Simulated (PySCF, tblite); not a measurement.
# C₆H₄BF₄−: geometry, infrared bands, NMR shifts, spin-spin couplings and electronic excitations

What infrared bands, NMR shifts, spin-spin couplings and electronic excitations should C₆H₄BF₄− (`Fc1cc[b-](C(F)(F)F)cc1`) show?

Computed with tblite 0.8.0 and PySCF 2.14.0, with density-fitted response routines of our own, on a single molecule in the gas phase. Atoms count from 0, in the outputs and in this text.

## (1) The molecule as given

15 atoms, charge -1, multiplicity 1; geometry from: force field or distance geometry start.

Bonds of the start (Å): F0–C1 1.38, C1–C2 1.38, C2–C3 1.37, C3–B4 1.50, B4–C5 1.61, C5–F6 1.37, C5–F7 1.37, C5–F8 1.38, B4–C9 1.49, C9–C10 1.38, C10–C1 1.39, C2–H11 1.09, C3–H12 1.08, C9–H13 1.09, C10–H14 1.08.

## (2) Optimising the geometry with GFN2-xTB

The job: settings as JSON, then the geometry in Å.

```
{"job": {"kind": "relax", "xc": "GFN2-xTB", "basis": "xTB"}, "charge": -1, "multiplicity": 1}
F     -3.451300    -0.078700    -0.322300
C     -2.078400    -0.038500    -0.206600
C     -1.446900     1.190300    -0.181700
C     -0.081100     1.289300    -0.066600
B      0.717500     0.026900     0.073700
C      2.326400     0.047600     0.207100
F      2.894200     1.274300     0.449600
F      3.011400    -0.392700    -0.895500
F      2.833200    -0.739500     1.218500
C     -0.030700    -1.265000     0.048000
C     -1.407000    -1.249800    -0.089500
H     -2.085600     2.073500    -0.275800
H      0.334600     2.286000    -0.043700
H      0.441400    -2.244700     0.124400
H     -1.990800    -2.154900    -0.105300
```

Command:

```bash
OMP_NUM_THREADS=2 python probes_run.py task.json out
```

This one command runs all jobs of the session in turn.

**Question.** This job is followed by: GFN2-xTB harmonic vibrations, gas phase; PBE0-D3(BJ)/def2-SVP geometry optimisation, gas phase; GIAO PBE0/pcSseg-1 NMR shielding, non-relativistic, gas phase; B3LYP/pcJ-1 indirect spin-spin coupling, non-relativistic, gas phase; TDDFT CAM-B3LYP/def2-SVPD, vertical, gas phase, core orbitals frozen in the response; GIAO CAM-B3LYP/pcSseg-2 NMR shielding, non-relativistic, gas phase. Predict these results of the whole session: strongest single infrared mode (GFN2-xTB); zero-point energy (GFN2-xTB); point group; rotational constants (main isotopes); ¹³C shifts against TMS (PBE0/pcSseg-1, means over atoms taken as alike); ¹H shifts against TMS (PBE0/pcSseg-1, means over atoms taken as alike); ¹⁹F shifts against CFCl3 (PBE0/pcSseg-1, means over atoms taken as alike); ¹¹B shifts against BF3·OEt2 (PBE0/pcSseg-1); largest coupling of the table (B3LYP/pcJ-1); lowest singlet (CAM-B3LYP/def2-SVPD); brightest single state of those computed; lowest triplet; range of the shift of F6.

**Answer**, as computed:

| quantity | value |
| --- | --- |
| strongest single infrared mode (GFN2-xTB) | 3004 cm⁻¹, 320 km/mol |
| zero-point energy (GFN2-xTB) | 55.6 kcal/mol |
| point group | C1 |
| rotational constants (main isotopes) | 2.76, 0.56, 0.50 GHz |
| ¹³C shifts against TMS (PBE0/pcSseg-1, means over atoms taken as alike) | 161.1, 144.2, 127.2, 120.9 ppm |
| ¹H shifts against TMS (PBE0/pcSseg-1, means over atoms taken as alike) | 6.80, 6.65 ppm |
| ¹⁹F shifts against CFCl3 (PBE0/pcSseg-1, means over atoms taken as alike) | -73.9, -145.5 ppm |
| ¹¹B shifts against BF3·OEt2 (PBE0/pcSseg-1) | 21.8 ppm |
| largest coupling of the table (B3LYP/pcJ-1) | ¹J(C,F) C5–F6, -361.9 Hz |
| lowest singlet (CAM-B3LYP/def2-SVPD) | 4.64 eV (267 nm), f = 0.019 |
| brightest single state of those computed | state 10, 6.59 eV, f = 0.488 |
| lowest triplet | 3.46 eV |
| range of the shift of F6 | -73.9 to -60.3 ppm |

In words: The optimisation took 10 steps and gained 0.016 eV; among the close pairs (by a distance rule), F0–C1 changed most, from 1.378 to 1.392 Å (GFN2-xTB). The lowest mode is slightly imaginary (4i cm⁻¹), a soft motion within the noise of the Hessian, so the minimum is not strictly shown. The strongest single mode, at 3004 cm⁻¹, moves mainly H11 and H14. GFN2-xTB is a fitted tight-binding method: band positions and strengths are rough. Its intensities can rank the bands wrongly. Relaxing lowered the energy by 0.148 eV in 7 steps; the close pair that moved most is C2–C3, from 1.438 to 1.399 Å (PBE0/def2-SVP). No frequency check was run at this level, so the end point may be a saddle. At PBE0/pcSseg-1: The largest span, 250 ppm, is at C3, C9, where the paramagnetic term is -200 ppm. NICS(1)zz of -26 ppm above the planar ring from C1 marks a diatropic (aromatic) ring current. Of the pairs tabulated at B3LYP/pcJ-1, C5–F6 (mean over like pairs) couples most strongly (-361.9 Hz; Fermi contact -343.8 Hz). Density functionals describe couplings to fluorine poorly, F–F couplings above all, so those rows are rough. The first singlet state (HOMO→LUMO 0.91) lies at 4.64 eV and is weak; of the 10 states computed, the strongest absorption comes from state 10 at 6.59 eV (the last computed, so partners may be missing). The lowest triplet lies 1.18 eV below the lowest singlet (triplets in Tamm-Dancoff, singlets in full TDDFT). The lowest singlet lies above −ε(HOMO); no detachment energy was computed, so the anion's states may not be bound. In ppm, F6 (with its like atoms) moves most: its shift spreads over 13.6 ppm, from -73.9 (PBE0/pcSseg-1) to -60.3 (CAM-B3LYP/pcSseg-2). Part of that comes from the computed reference.
